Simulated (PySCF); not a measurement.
# Br3HNTa (Ta(NH)Br3): the cost of one run

Programs: PySCF 2.14.0, with routines of our own; each step states its level. All values are computed. Atoms count from 0.

### 1 The starting structure

6 atoms, charge 0, multiplicity 1; geometry from: GFN2-xTB.

### 2 Optimising the geometry at PBE0-D3(BJ)/def2-SVP

The job: settings as JSON, then the geometry in Å.

```
{"job": {"xc": "PBE0", "basis": "def2-SVP", "d3": "d3bj", "grid": 1, "maxiter": 30, "shake": 0.03, "kind": "geom"}, "charge": 0, "multiplicity": 1}
Ta     0.057250    -0.077340    -0.280500
N      0.001160    -0.005320     1.478020
H     -0.028800     0.006660     2.469480
Br     2.337520     0.004350    -1.268390
Br    -1.154560     1.920190    -1.258730
Br    -1.149450    -1.944560    -1.209150
```

Started as:

```console
OMP_NUM_THREADS=1 python heavy_run.py task.json out
```

One launch serves the whole session: the jobs run in the order shown.

Q: Estimate the wall time and peak memory of this first job on 1 thread of Arm Neoverse V1, shared host.

About 8.1 min, with a peak of 0.66 GiB.
